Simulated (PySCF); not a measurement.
**The bond of InSb−, level by level**

What are the lowest state that PBE0 finds, the bond length, vibrational wavenumber and bond energy of InSb−, and how much do these hang on the method?

The runs use PySCF 2.14.0; In def2-TZVPPD with ECP28, Sb def2-TZVPPD with ECP28, scalar-relativistic core potentials.

4 further runs of the same task are left out: 1 that didn't finish, 3 set aside as unsound or not needed.

## Step 1: Input

A driver script around PySCF takes these settings:

```yaml
atoms: In, Sb
charge: -1
basis: In def2-TZVPPD with ECP28, Sb def2-TZVPPD with ECP28
Hamiltonian: scalar-relativistic core potentials
basis_functions: 112
electrons_treated: 45
masses_in_u: 114.9039, 120.9038
levels: PBE0, PBE, r²SCAN, revPBE, LDA, M06-L, BP86, B3LYP, LC-ωPBE, MP2, SCS-MP2
grid: 80 radial by 434 angular points
occupations: held fixed by the projection of orbital angular momentum
dissociation_limit: In + Sb−, each in its ground configuration
starting_distance_in_angstrom: 2.855
values_of_2S_to_try: 1, 3
```

On the command line:

```
OMP_NUM_THREADS=2 python dia.py task.json out
```

The runs that follow: First curve: PBE0; Higher solutions at PBE0; PBE; r²SCAN (meta-GGA); revPBE (GGA); LDA (local density); M06-L (meta-GGA); BP86 (GGA); B3LYP (global hybrid GGA); LC-ωPBE (range-separated hybrid).

Before running it: what results should come out? Wanted: for each run, Re; ωe; De; μ.

The runs gave:

Lowest PBE0 solution found, without spin–orbit coupling: ²Π (doublet), unpaired electrons π ↑. State 2 has its PBE0 minimum 0.09 eV higher. The other levels ran on the lowest alone.

| level | Re (Å) | ωe (cm⁻¹) | De (eV) | μ (D) |
| --- | --- | --- | --- | --- |
| ROHF-MP2 | 2.706 | 192.2 | 2.60 | n/a |
| ROHF-SCS-MP2 | 2.723 | 188.3 | 2.45 | n/a |
| LDA | 2.715 | 183.1 | 3.26 | -1.02 |
| PBE | 2.778 | 170.9 | 2.71 | -1.22 |
| revPBE | 2.797 | 167.1 | 2.49 | -1.29 |
| BP86 | 2.778 | 170.4 | 2.67 | -1.26 |
| r²SCAN | 2.746 | 179.8 | 2.61 | -1.23 |
| M06-L | 2.790 | 171.2 | 2.79 | -1.27 |
| B3LYP | 2.773 | 174.2 | 2.49 | -1.48 |
| PBE0 | 2.741 | 182.5 | 2.56 | -1.39 |
| LC-ωPBE | 2.679 | 201.6 | 2.28 | -1.62 |

De is counted to In + Sb− in their ground configurations. A positive dipole points from In to Sb; in an ion it is taken about the centre of mass and does not tell which atom is negative.

Bond lengths run from 2.679 Å (LC-ωPBE) to 2.797 Å (revPBE). Among the levels with a De in the table, it runs from 2.28 eV (LC-ωPBE) to 3.26 eV (LDA).

Correlated steps freeze 8 core orbitals. These are scalar-relativistic numbers at best; spin–orbit coupling would shift them, the dissociation energy most. At some levels the lowest empty orbital lies below the highest filled one (the two can be of opposite spin). With some functionals the highest level of the anion is positive, from self-interaction error or because the anion is truly unbound there; the finite basis then holds the extra electron, and no neutral molecule was run to test the binding. With spin–orbit coupling the term label itself may not hold.
